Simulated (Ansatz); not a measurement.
Crystal: WAu.

```
W Au
1.0
     0.00000    2.74798    2.74798
     2.74798    0.00000    2.74798
     2.74798    2.74798    0.00000
W Au
1 1
Direct
  0.00000 0.00000 0.00000
  0.75000 0.75000 0.75000
```

The cell was built by a generator and needn't be a form met in nature.

- Program: Ansatz 0.2.0
- Task: relaxation of cell and atoms
- Functional: revPBE
- Dispersion: D3(BJ)
- Potentials or basis: Ansatz PAW
- Cutoff: 420 eV (not typed: the program's choice for these potentials)
- k mesh: 8 × 8 × 8
- Occupations: fermi-dirac, width 0.05 eV
- Spin: no spin polarisation

At the start: volume 20.75 Å³/atom.

Question: How do energy, volume and symmetry change on relaxing?

Answer: It ends after 5 steps and the volume is 23.68 Å³/atom (+14.1 %); space group F-43m (No. 216, to 0.05 Å).

Step by step:
| step | energy change (eV) | largest force (eV/Å) | volume (Å³) |
| --- | --- | --- | --- |
| 1 | 0.0000 | 0.0000 | 41.50 |
| 2 | -0.4074 | 0.0000 | 47.96 |
| 3 | -0.4106 | 0.0000 | 47.50 |
| 4 | -0.4109 | 0.0000 | 47.36 |
| 5 | -0.4130 | 0.0000 | 47.36 |

Final structure:
```
W Au
1.0
     0.00000    2.87164    2.87164
     2.87164    0.00000    2.87164
     2.87164    2.87164    0.00000
W Au
1 1
Direct
  0.00000 0.00000 0.00000
  0.75000 0.75000 0.75000
```

Caveat: the plane-wave basis is chosen anew once the cell has moved, so the energies of steps on either side of that aren't comparable; pairwise dispersion overbinds metals, which lowers pressure and volume; the PAW data sets come from PBE, with cores solved anew for the run's functional, which leaves a small shift of forces and pressure.
